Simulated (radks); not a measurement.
# Ionisation of Br: one atom, several choices of relativity

An exercise on one series of results from a longer session: the logs are not shown, and one member is left open.

The numbers are computed with radks (a radial shooting solver on a logarithmic mesh, Libxc functionals) version 1 (Kohn-Sham, PBE, spin-unpolarised, spherical densities), except any that are marked as measured or tabulated.

## The system

```
element       : bromine (Z = 35)
charge        : 0
electrons     : 35
configuration : [Ar] 3d10 4s2 4p5
ion           : Br⁺, [Ar] 3d10 4s2 4p4
choices       : non-relativistic; scalar-relativistic; Dirac, 2j+1 shares; Dirac, low j first; scalar-relativistic, finite nucleus; Dirac, 2j+1 shares, finite nucleus; Dirac, c × 5; Dirac, c × 1.25; Dirac, c × 10
```

The first run:

Settings of this run:

```text
Z 35
configuration [Ar] 3d10 4s2 4p5 5s0 4d0
relativity non-relativistic
functional pbe,pbe
spin unpolarised
nucleus point
```

Among the steps run: non-relativistic: Br.

One of the session's tables, all rows but one given; the rest of the session is left out.

It belongs to the step «non-relativistic: Br». Radial moments (bohr):

| level | <r> | outermost maximum (interpolated) | 90 % within | nodes |
| --- | --- | --- | --- | --- |
| 1s | ? | ? | ? | ? |
| 2s | 0.1937 | 0.163 | 0.299 | 1 |
| 2p | 0.1672 | 0.129 | 0.272 | 0 |
| 3s | 0.5625 | 0.494 | 0.837 | 2 |
| 3p | 0.5688 | 0.485 | 0.868 | 1 |
| 3d | 0.5881 | 0.430 | 0.968 | 0 |
| 4s | 1.706 | 1.45 | 2.55 | 3 |
| 4p | 2.111 | 1.68 | 3.27 | 2 |

Estimate the missing values for 1s.

As computed: <r>: 0.04369; outermost maximum (interpolated): 0.0289; 90 % within: 0.0777; nodes: 0. In the column «<r>» it is the lowest.

Caveats from the session: Spin polarisation and multiplet splitting of open shells are left out at every level.
